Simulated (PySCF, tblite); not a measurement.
# C₅H₉N₂O radical: geometry, infrared bands and EPR parameters

Wanted: the infrared bands and EPR parameters of C₅H₉N₂O radical (`CC(C)C1=N[CH]NO1`), by calculation.

The runs use tblite 0.8.0 and PySCF 2.14.0, with density-fitted response routines of our own; the level of theory stands in each step. All values are computed, except where a source is named. Atoms are numbered from 0 throughout.

## Step 1: The molecule as given

17 atoms, charge 0, multiplicity 2; geometry from: force field or distance geometry start.

Bonds of the start (Å): C0–C1 1.51, C1–C2 1.53, C1–C3 1.50, C3–N4 1.29, N4–C5 1.35, C5–N6 1.46, N6–O7 1.46, O7–C3 1.36, C0–H8 1.09, C0–H9 1.09, C0–H10 1.11, C1–H11 1.10, C2–H12 1.09, C2–H13 1.09, C2–H14 1.11, C5–H15 1.09, N6–H16 1.03.

## Step 2: Relaxing the molecule with GFN2-xTB

Job settings and geometry (Å):

```
{"job": {"kind": "relax", "xc": "GFN2-xTB", "basis": "xTB"}, "charge": 0, "multiplicity": 2}
C     -1.341000     0.803500    -1.244000
C     -0.940400    -0.197100    -0.187100
C     -1.500100     0.155900     1.191000
C      0.557700    -0.273300    -0.106400
N      1.367500     0.685100     0.183500
C      2.589900     0.108900     0.120100
N      2.545000    -1.303700    -0.230500
O      1.100300    -1.500000    -0.319900
H     -0.910400     0.542300    -2.213400
H     -1.016700     1.817200    -0.988500
H     -2.441700     0.828000    -1.355300
H     -1.321400    -1.191600    -0.464700
H     -1.198000    -0.563300     1.956400
H     -1.168200     1.148100     1.513900
H     -2.607100     0.174500     1.162100
H      3.492400     0.658500     0.390300
H      2.785200    -1.881100     0.582600
```

On the command line:

```bash
$ OMP_NUM_THREADS=1 python probes_run.py task.json out
```

The driver reads the jobs from task.json and runs them one after another.

**Question.** This job is followed by: GFN2-xTB harmonic vibrations, gas phase; UKS B3LYP, pcH-1 on C H N O, non-relativistic, mean-field spin-orbit, GIAO. Predict these results of the whole session: strongest single infrared mode (GFN2-xTB); zero-point energy (GFN2-xTB); g(iso) (B3LYP); ⟨S²⟩; largest a(iso) (averaged by class); potential on the surface of density 0.002 e/bohr³, 1st and 99th percentile.

As calculated:

| quantity | value |
| --- | --- |
| strongest single infrared mode (GFN2-xTB) | 726 cm⁻¹, 156 km/mol |
| zero-point energy (GFN2-xTB) | 86.1 kcal/mol |
| g(iso) (B3LYP) | 2.00313 |
| ⟨S²⟩ | 0.765 (exact 0.75) |
| largest a(iso) (averaged by class) | 1H on H16, 93.9 MHz |
| potential on the surface of density 0.002 e/bohr³, 1st and 99th percentile | -1.55 V and 1.97 V |

Over 46 steps the energy fell by 0.274 eV; of the close pairs, N6–O7 changed most, 1.461 to 1.414 Å. The lowest mode is slightly imaginary (8i cm⁻¹), a soft motion within the noise of the Hessian, so the minimum is not strictly shown. The strongest single mode, at 726 cm⁻¹, moves mainly H16 and N6. GFN2-xTB is a fitted tight-binding method: band positions and strengths are rough. Its intensities can rank the bands wrongly. The largest spin populations lie on C5 (0.52 e), C3 (0.41 e). The isotropic g lies 0.8 ppt above the free-electron value. These values are for one conformer; the search (at its own cheap level) found 1 more, at 0.08 kcal/mol, and measured spectra average over such forms.
